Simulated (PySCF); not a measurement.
# C8H14: the cost of one run

Computed with PySCF 2.14.0 and routines of our own; the level stands in each step. Atoms count from 0.

## Step 1: The starting structure

22 atoms, charge 0, multiplicity 1; geometry from: GFN2-xTB.

## Step 2: Geometry optimisation at PBE0-D3(BJ)/def2-SVP

Job settings and geometry (Å):

```
{"job": {"xc": "PBE0", "basis": "def2-SVP", "d3": "d3bj", "grid": 2, "kind": "geom"}, "charge": 0, "multiplicity": 1}
C      0.601961    -1.328116     0.579487
C     -0.262591    -1.491331    -0.412285
C     -1.714439    -1.235133    -0.224095
C     -1.867681     0.281326    -0.496259
C     -0.850773     1.164707     0.249227
C      0.552935     1.295723    -0.394596
C      1.740083     0.771667     0.433828
C      1.954346    -0.759109     0.342365
H      0.255830    -1.318492     1.604878
H      0.085946    -1.519678    -1.436551
H     -2.349372    -1.796209    -0.911049
H     -2.020305    -1.453675     0.800082
H     -1.771655     0.459906    -1.569423
H     -2.875596     0.584977    -0.202246
H     -1.286575     2.165135     0.307914
H     -0.755921     0.804943     1.273617
H      0.739901     2.357028    -0.576026
H      0.560030     0.806496    -1.368476
H      2.651025     1.269087     0.091301
H      1.590244     1.046454     1.480161
H      2.317593    -1.016622    -0.653685
H      2.694603    -1.069700     1.080982
```

On the command line:

```
> OMP_NUM_THREADS=1 python excited_run.py task.json out
```

This one command runs all jobs of the session in turn.

**Question.** How long does this first job take on 1 thread of Arm Neoverse V2, shared host, and how much memory does it need?

About 92 s, with a peak of 0.83 GiB.
